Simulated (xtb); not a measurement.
# C3H7O2Si− (SMILES CC1OC[Si-]1O): GFN2-xTB

Aim: the vertical singlet–triplet gap of C3H7O2Si− at GFN2-xTB, from 2 runs. 

The results are computed with xtb 6.7.1.

## 1. The molecule

The species is C3H7O2Si− (13 atoms), meant as a singlet with charge -1. As SMILES, `CC1OC[Si-]1O`. The coordinates come from a GFN2-xTB relaxation. This is one conformer, not always the lowest.

Bond lengths: C1–C2 1.522 Å, C2–O3 1.444 Å, O3–C4 1.436 Å, C2–Si5 1.968 Å, C4–Si5 1.946 Å, Si5–O6 1.733 Å, C1–H7 1.095 Å, C1–H8 1.092 Å, C1–H9 1.090 Å, C2–H10 1.115 Å, C4–H11 1.104 Å, C4–H12 1.107 Å, O6–H13 0.952 Å. Some angles: C1–C2–O3 110.3°, C1–C2–Si5 117.0°, O3–C2–Si5 92.4°, C2–O3–C4 102.1°, O3–C4–Si5 93.6°, C2–Si5–C4 69.8°, C2–Si5–O6 105.5°, C4–Si5–O6 102.1°, C1–C2–H10 108.0°, O3–C2–H10 108.3°.

## 2. Energy and gradient at GFN2-xTB

The input, in.coord:

```
$coord angs
     0.1582100    -1.6480100     0.9340300  C
     0.3699500    -0.2369500     0.4045000  C
     0.9388000    -0.2799700    -0.9221500  O
     0.1040600     0.6427400    -1.6385900  C
    -1.2262600     0.7304000    -0.2208200  Si
    -1.0388500     2.3539900     0.3550200  O
     1.0956200    -2.2111900     0.9985100  H
    -0.2930300    -1.6074500     1.9280800  H
    -0.5185100    -2.1830500     0.2685800  H
     1.0915300     0.2802300     1.0791600  H
    -0.2072400     0.1798000    -2.5918200  H
     0.6838200     1.5515000    -1.8913700  H
    -1.1580800     2.4279700     1.2968500  H
$end
```

On the command line:

```console
$ xtb --grad --gfn 2 --chrg -1 --parallel 1 -- in.coord > out.txt 2> xtb.err
```

Output:

```text
* xtb version 6.7.1
[...]
          :  # basis functions                  37          :
[...]
          :  # electrons                        36          :
[...]
          :  Hamiltonian                  GFN2-xTB          :
[...]
          :  net charge                         -1          :
          :  unpaired electrons                  0          :
[...]
   *** convergence criteria satisfied after 12 iterations ***
[...]
         ::                     SUMMARY                     ::
         :::::::::::::::::::::::::::::::::::::::::::::::::::::
         :: total energy             -19.997668880061 Eh    ::
         :: gradient norm              0.000591085449 Eh/a0 ::
         :: HOMO-LUMO gap              3.357616992145 eV    ::
         ::.................................................::
         :: SCC energy               -20.155737022835 Eh    ::
         :: -> isotropic ES            0.177259548638 Eh    ::
         :: -> anisotropic ES         -0.015655903035 Eh    ::
         :: -> anisotropic XC         -0.007716056808 Eh    ::
         :: -> dispersion             -0.009748702782 Eh    ::
         :: repulsion energy           0.158068142774 Eh    ::
         :: add. restraining           0.000000000000 Eh    ::
         :: total charge              -1.000000000000 e     ::
         :::::::::::::::::::::::::::::::::::::::::::::::::::::
[...]
        18        2.0000           -0.0950357              -2.5861 (HOMO)
        19                          0.0283544               0.7716 (LUMO)
[...]
     #   Z          covCN         q      C6AA      α(0)
     1   6 C        3.752    -0.084    22.169     6.714
     2   6 C        3.702     0.002    20.702     6.506
     3   8 O        1.774    -0.450    21.807     6.306
     4   6 C        3.657     0.002    20.839     6.552
     5  14 Si       2.578     0.205   188.958    30.165
     6   8 O        1.570    -0.594    25.086     6.758
     7   1 H        0.924    -0.017     3.364     2.868
     8   1 H        0.924    -0.020     3.430     2.896
     9   1 H        0.925    -0.000     3.059     2.735
    10   1 H        0.921    -0.084     5.033     3.509
    11   1 H        0.923    -0.097     5.455     3.653
    12   1 H        0.922    -0.074     4.737     3.404
    13   1 H        0.809     0.211     1.062     1.618
[...]
     #   Z sym  total        # sym  WBO       # sym  WBO       # sym  WBO
 ---------------------------------------------------------------------------
     1   6 C    3.987 --     2 C    1.018     9 H    0.994     8 H    0.990
                             7 H    0.984
     2   6 C    3.792 --     1 C    1.018     3 O    0.980    10 H    0.970
                             5 Si   0.770
     3   8 O    1.979 --     4 C    0.992     2 C    0.980
     4   6 C    3.815 --     3 O    0.992    11 H    0.989    12 H    0.980
                             5 Si   0.804
     5  14 Si   2.456 --     6 O    0.954     4 C    0.804     2 C    0.770
     6   8 O    1.952 --     5 Si   0.954    13 H    0.943
     7   1 H    1.000 --     1 C    0.984
     8   1 H    1.000 --     1 C    0.990
     9   1 H    1.000 --     1 C    0.994
    10   1 H    0.993 --     2 C    0.970
[...]
molecular dipole:
                 x           y           z       tot (Debye)
 q only:       -0.847      -1.055       1.127
   full:        0.820      -0.819       1.201       4.242
molecular quadrupole (traceless):
[...]
          | TOTAL ENERGY              -19.997668880061 Eh   |
          | GRADIENT NORM               0.000591085449 Eh/α |
          | HOMO-LUMO GAP               3.357616992145 eV   |
           -------------------------------------------------
[...]
```

Standard error:

```text
normal termination of xtb
```

Wall time 0.043 s (1 thread of Intel Xeon Platinum 8559C (Emerald Rapids), shared host).

## 3. The triplet at the same level

The input, struc.tmol:

```
$coord
      0.298973570177     -3.114287550645      1.765060892184  c
      0.699104179805     -0.447770605230      0.764394217411  c
      1.774074885799     -0.529066623111     -1.742610945824  o
      0.196644900529      1.214602569342     -3.096486330551  c
     -2.317295557584      1.380255961427     -0.417289322840  si
     -1.963141984567      4.448396400108      0.670890568765  o
      2.070421736662     -4.178543509511      1.886910432700  h
     -0.553746446299     -3.037640259030      3.643543146368  h
     -0.979841892880     -4.125366616364      0.507542642552  h
      2.062692756813      0.529557951904      2.039316844651  h
     -0.391626842067      0.339772757208     -4.897829964328  h
      1.292232518542      2.931910082357     -3.574171300333  h
     -2.188454030407      4.588198338808      2.450691324721  h
$end
```

On the command line:

```console
$ xtb struc.tmol --chrg -1 --uhf 2 --grad --gfn 2 --parallel 1 > out.txt 2> xtb.err
```

Output, shortened:

```text
* xtb version 6.7.1
[...]
          :  # basis functions                  37          :
[...]
          :  # electrons                        36          :
[...]
          :  Hamiltonian                  GFN2-xTB          :
[...]
          :  net charge                         -1          :
          :  unpaired electrons                  2          :
[...]
   *** convergence criteria satisfied after 13 iterations ***
[...]
         ::                     SUMMARY                     ::
         :::::::::::::::::::::::::::::::::::::::::::::::::::::
         :: total energy             -19.880701422207 Eh    ::
         :: gradient norm              0.050275360382 Eh/a0 ::
         :: HOMO-LUMO gap              1.362505848621 eV    ::
         ::.................................................::
         :: SCC energy               -20.038769564977 Eh    ::
         :: -> isotropic ES            0.177046183685 Eh    ::
         :: -> anisotropic ES         -0.019960957009 Eh    ::
         :: -> anisotropic XC         -0.005257213562 Eh    ::
         :: -> dispersion             -0.009663878267 Eh    ::
         :: repulsion energy           0.158068142770 Eh    ::
         :: add. restraining           0.000000000000 Eh    ::
         :: total charge              -1.000000000000 e     ::
         :::::::::::::::::::::::::::::::::::::::::::::::::::::
[...]
        19        1.0000            0.0257646               0.7011 (HOMO)
        20                          0.0758357               2.0636 (LUMO)
[...]
molecular dipole:
                 x           y           z       tot (Debye)
 q only:       -0.695      -1.127       1.117
   full:        1.008      -1.193       1.092       4.843
molecular quadrupole (traceless):
[...]
          | TOTAL ENERGY              -19.880701422207 Eh   |
          | GRADIENT NORM               0.050275360382 Eh/α |
          | HOMO-LUMO GAP               1.362505848621 eV   |
           -------------------------------------------------
[...]
```

Standard error:

```text
normal termination of xtb
```

Run time: 0.047 s. Hardware: 1 thread of Intel Xeon Platinum 8559C (Emerald Rapids), shared host.

## 4. Summary of results

Level: GFN2-xTB.

```
                                        quantity          value
                           singlet: total energy   -19.99767 Eh
                            singlet: HOMO energy       -2.59 eV
                            singlet: LUMO energy        0.77 eV
                          singlet: HOMO–LUMO gap        3.36 eV
                      singlet: dispersion energy  -25.60 kJ/mol
               singlet: largest force on an atom     0.012 eV/Å
         singlet: mean polarisability (D4 model)     83.7 bohr³
                           triplet: total energy   -19.88070 Eh
            triplet: HOMO energy (partly filled)        0.70 eV
                            triplet: LUMO energy        2.06 eV
                      triplet: dispersion energy  -25.37 kJ/mol
               triplet: largest force on an atom     1.788 eV/Å
         triplet: mean polarisability (D4 model)     83.5 bohr³
vertical energy of the triplet above the singlet       3.183 eV
```

In words: The method runs without spin polarisation, so open shells lack the exchange term that lowers high spin: such gaps come out too high and can have the wrong sign. At this shape the triplet lies 3.18 eV (307 kJ/mol) above the singlet. Mulliken charges (triplet) run from -0.59 on O6 to +0.21 on H13. The HOMO (triplet) lies at positive energy, 0.70 eV: the electron is unbound at this level or held by a compact basis; values depend on the basis.
